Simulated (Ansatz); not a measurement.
**SnO: a single-point run**

Aim: a sound single-point run of SnO. The structure is shown as the input types it. The cell is built on a prototype (CsCl type) and needn't be the phase found in nature.

Method: density functional or hybrid calculation with the settings of its input, plane waves (as first typed), in Ansatz 0.2.0.

1 further run of the same task is left out (it didn't finish).

### Step 1. The system as given

Symmetry: Pm-3m, No. 221, cubic system. Conventional cell: a = 3.103 Å, b = 3.103 Å, c = 3.103 Å, α = 90.00°, β = 90.00°, γ = 90.00°. Sn (site symmetry m-3m) is surrounded by 8 O at 2.69 Å. Around O (site symmetry m-3m) lie 8 Sn at 2.69 Å.

Coordinates:

```cif
data_structure
_symmetry_space_group_name_H-M 'P 1'
_symmetry_Int_Tables_number 1
_cell_length_a 3.1034
_cell_length_b 3.1034
_cell_length_c 3.1034
_cell_angle_alpha 90.000
_cell_angle_beta 90.000
_cell_angle_gamma 90.000
_cell_volume 29.89
loop_
_atom_site_label
_atom_site_type_symbol
_atom_site_fract_x
_atom_site_fract_y
_atom_site_fract_z
_atom_site_occupancy
Sn1 Sn 0.00000 0.00000 0.00000 1
O1 O 0.50000 0.50000 0.50000 1
```

### Step 2. Running it

input.yaml

```yaml
crystal:
  lattice:
    - [3.1034067823, 0.0, 0.0]
    - [0.0, 3.1034067823, 0.0]
    - [0.0, 0.0, 3.1034067823]
  atoms:
    - { symbol: Sn, position: [0.0, 0.0, 0.0] }
    - { symbol: O, position: [0.5, 0.5, 0.5] }
kpoints:
  mp_grid: { grid: [2, 4, 6] }
hamiltonian:
  xc: r2scan
scf:
  occupations: { method: fixed }
  n_extra_bands: 4
output:
  forces: true
  stress: true
  eigenvalues: true
```

Launch:

```
$ ansatz run input.yaml --threads 4 --pin off --max-ram 3686MiB --backend cpu --events-out ev --progress --plain --runs-dir out
```

Q: Will this input give a usable result? If not, why, and what should change?

The program finished normally, with warnings (symmetry narrowed by mesh). Its log warns: «crystal.symmetry: narrowed to the stabiliser of the k-point mesh — unitary ops 48 → 8; excluded 40 operations that carry a point of the 2×4×6 mesh (shift [0, 0 ...»

In the input, kpoints.mp_grid.grid is [2, 4, 6]. The mesh has lower symmetry than the crystal, so equivalent directions are sampled differently.

The test: set kpoints.mp_grid.grid to [6, 6, 6].
